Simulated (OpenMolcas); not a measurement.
# Ti³⁺ with 4 ligands (bromide): CASSCF and CASPT2 levels and susceptibility

Aim: the ligand-field states of Ti³⁺ in this surrounding, its lowest levels with spin-orbit coupling and its magnetic susceptibility.

Program: OpenMolcas 26.06. Level of theory: state-averaged CASSCF and CASPT2, spin-orbit coupling by RASSI with atomic mean-field integrals. These are calculated values, not measurements, unless marked.

### 1 Starting point

```
Species                           : Ti³⁺ (titanium, Z = 22, 19 electrons)
Basis                             : ANO-RCC-VTZP [6s5p3d2f1g], 167 functions with the ligands
Scalar Hamiltonian                : DKH2, point nucleus
Inactive shells                   : 1s 2s 2p 3s 3p of the metal, and all ligand shells
Active space                      : 1 electron in 5 orbitals (3d)
Some configurations of this space : 3d
Orbitals                          : optimised for each spin and parity, averaged over all roots
```

Outer shells as boxes (Hund's rule):

3d
```
3d [↑ ][  ][  ][  ][  ]
```

Ti³⁺ is taken with 4 ligands (bromide) in square coordination (D4h) at 2.37 Å. A charge of +0.25 e stands 2.4 Å behind each ligand. Ligand basis ANO-RCC-VDZP. The distances are assumed, not relaxed.

```xyz
5

Ti    0.0000    0.0000    0.0000
Br    2.3700    0.0000    0.0000
Br    0.0000    2.3700    0.0000
Br   -2.3700    0.0000    0.0000
Br    0.0000   -2.3700    0.0000
```

The work runs as a chain of OpenMolcas steps in one folder; each step below is one input file. Labels, J, g values, rates, χT and fits are worked out afterwards by a script from the matrices that RASSI stores. The input lists half of the charges; inversion (Group=XYZ) makes the rest.

### 2 One- and two-electron integrals

a.inp reads:

```
&GATEWAY
Coord
5

Ti 0.0 0.0 0.0
Br 2.370000 0.000000 0.000000
Br 0.000000 2.370000 0.000000
Br -2.370000 0.000000 0.000000
Br 0.000000 -2.370000 0.000000
Basis=Ti.ANO-RCC-VTZP,Br.ANO-RCC-VDZP
Group=XYZ
NoMove
AngMom=0.0 0.0 0.0
AMFI
RICD
XField
2 Angstrom 0
4.770000 0.000000 0.000000 0.250000
0.000000 4.770000 0.000000 0.250000
&SEWARD
```

Run with:

```console
OMP_NUM_THREADS=1 MOLCAS_MEM=2457 MOLCAS_PROJECT=a pymolcas a.inp > a.log
```

### 3 CASSCF: doublets of even parity, 5 roots

a.inp reads:

```
&RASSCF
FileOrb=start.orb
Symmetry=1
Spin=2
nActEl=1 0 0
Inactive=39 42
Ras2=5 0
CIRoot=5 5 1
SDav=5
CIMx=300
Iter=150 100
PrWF=0.3
OrbListing=Nothing
MaxOrb=0
LevShft=1.0
>>> COPY $Project.JobIph JOB001
```

start.orb holds start orbitals that the driver prepared beforehand, or those of the step before.

### 4 State interaction with spin-orbit coupling

a.inp reads:

```
&RASSI
NrOfJobIphs=1 5
1 2 3 4 5
IphNames
JOB001
EJob
SpinOrbit
DIPRint=1.0
SOCoupling=1000.0
Subsets=2
Property=9
'ANGMOM' 1 'ANGMOM' 2 'ANGMOM' 3 'MLTPL  1' 1 'MLTPL  1' 2 'MLTPL  1' 3
'AMFI' 1 'AMFI' 2 'AMFI' 3
SOProperty=3
'ANGMOM' 1 'ANGMOM' 2 'ANGMOM' 3
```

### 5 CASPT2: IPEA 0.25, imaginary shift 0.1 (closed shells correlated: 3s 3p of the metal, with ligand shells; the Frozen line counts the rest)

a.inp reads:

```
>>> COPY JOB001 $Project.JobIph
&CASPT2
Multistate=5 1 2 3 4 5
NoMult
Frozen=30 31
IPEA=0.25
Imaginary=0.1
MaxIter=60
WThr=0.0 0.3 0.05
PrWF=0.5
NoMix
```

(Steps that only read results are left out.)

Before running it: what results should come out? Wanted: spin-free ground state; first state of the same spin within the active space; lowest level; next level.

The runs gave:

```
                                            quantity                                                                                                                                          value
                                              method  SS-CASPT2, IPEA 0.25, imaginary shift 0.1 (closed shells correlated: 3s 3p of the metal, with ligand shells; the Frozen line counts the rest)
                              spin-free ground state                                                                                                            doublet, 1-fold in its orbital part
first state of the same spin within the active space                                                                                                                                2E at 4210 cm⁻¹
                                        lowest level                                                                                                              2-fold E1/2, g = 1.86, 1.86, 2.00
                                          next level                                                                                                                                    4150.8 cm⁻¹
                                         χT at 300 K                                                                                                                                 0.40 cm³ K/mol
                           effective moment at 300 K                                                                                                                                        1.79 μB
```

Cost by method:

```
                                              method  time of its own steps  time with the reference
                                           A. CASSCF                   20 s                     20 s
B. SS-CASPT2, IPEA 0.25, imaginary shift 0.1, +3s 3p                   14 s                     34 s
```

Times are of one thread on a shared host.

In words: The spin-free ground state (doublet) is 1-fold and keeps the highest spin of the shell. χT at 300 K is 0.40, against 0.38 cm³ K/mol for the spin alone; near agreement at one temperature doesn't show that the orbital moment is quenched. The bonds are covalent and no ligand orbital is active, so the numbers are rough.
